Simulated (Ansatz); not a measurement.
# SiNiTe3: the cost of one run

Computed with Ansatz 0.2.0 (DFT PBE, scalar-relativistic, plane waves, PAW, unless a step's input says otherwise).

**1. The starting structure**

Symmetry: Pm-3m, No. 221, cubic system. Conventional cell: a = 4.889 Å, b = 4.889 Å, c = 4.889 Å, α = 90.00°, β = 90.00°, γ = 90.00°. Around Si (site symmetry m-3m) lie 12 Te at 3.46 Å. Ni (site symmetry m-3m) is surrounded by 6 Te at 2.44 Å. Around Te (site symmetry 4/mmm) lie 2 Ni at 2.44 Å.

Structure file:

```xyz
5
Lattice="4.8893 0.0000 0.0000 0.0000 4.8893 0.0000 0.0000 0.0000 4.8893" Properties=species:S:1:pos:R:3 pbc="T T T"
Si    0.0000    0.0000    0.0000
Ni    2.4447    2.4447    2.4447
Te    0.0000    2.4447    2.4447
Te    2.4447    0.0000    2.4447
Te    2.4447    2.4447    0.0000
```

(A quick probe on a coarse mesh, which set the mesh and smearing, is not shown.)

**3. Coarse relaxation**

input.yaml reads:

```yaml
crystal:
  lattice:
    - [4.8893166091, 0.0, 0.0]
    - [0.0, 4.8893166091, 0.0]
    - [0.0, 0.0, 4.8893166091]
  atoms:
    - { symbol: Si, position: [0.0, 0.0, 0.0] }
    - { symbol: Ni, position: [0.5, 0.5, 0.5] }
    - { symbol: Te, position: [0.0, 0.5, 0.5] }
    - { symbol: Te, position: [0.5, 0.0, 0.5] }
    - { symbol: Te, position: [0.5, 0.5, 0.0] }
basis:
  ecutwfc: 420
kpoints:
  mp_grid: { grid: [4, 4, 4] }
hamiltonian:
  xc: pbe
scf:
  occupations: { method: gaussian, width: 0.1 }
  lower_state_search: "off"
output:
  forces: true
  stress: true
  eigenvalues: true
relax:
  adjacent_minimum: "off"
  f_tol: 0.04
  max_steps: 70
  cell: { stress_tol: 0.4 }
```

Started as:

```
> ansatz run input.yaml --threads 1 --pin off --max-ram 2560MiB --backend cpu --events-out ev --progress --plain --runs-dir out
```

Q: Estimate wall time and peak memory on 1 thread of Arm Neoverse V2, shared host.

About 9.5 s, with a peak of 0.4 GiB.
